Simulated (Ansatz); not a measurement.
# Hf2Pd2Se2Br2O3 in Ansatz: the effect of pseudo set

The system is Hf2Pd2Se2Br2O3.

```
Hf Pd Se Br O
1.0
    -1.89227    2.67212   12.28423
     1.89227   -2.67212   12.28423
     1.89227    2.67212  -12.28423
Hf Pd Se Br O
2 2 2 2 3
Direct
  0.92095 0.92095 0.00000
  0.07905 0.07905 0.00000
  0.68332 0.68332 0.00000
  0.31668 0.31668 0.00000
  0.61777 0.11777 0.50000
  0.38223 0.88223 0.50000
  0.78660 0.78660 0.00000
  0.21340 0.21340 0.00000
  0.90121 0.40121 0.50000
  0.09879 0.59879 0.50000
  0.00000 0.00000 0.00000
```

The cell was built by a generator and needn't be a form met in nature.

Alike in all runs:

```yaml
Program: Ansatz 0.2.0
Task: single point
Functional: PBE
k_mesh: 9 × 9 × 9
Occupations: fermi-dirac, width 0.05 eV
Spin: no spin polarisation
```

| pseudo set | cutoff | pressure (GPa) | largest force (eV/Å) |
| --- | --- | --- | --- |
| SPMS NC | 1034 eV (not typed: the program's choice for these potentials) | ? | ? |
| Ansatz NC | 1240 eV (not typed: the program's choice for these potentials) | 0.0 | 0.02 |
| JTH PAW | 1380 eV (not typed: the program's choice for these potentials) | -0.2 | 0.05 |

Q: What does the run with pseudo set SPMS NC give?

A: Pressure -0.4 GPa; largest force 0.11 eV/Å.

The runs don't all hold the same shells in valence.
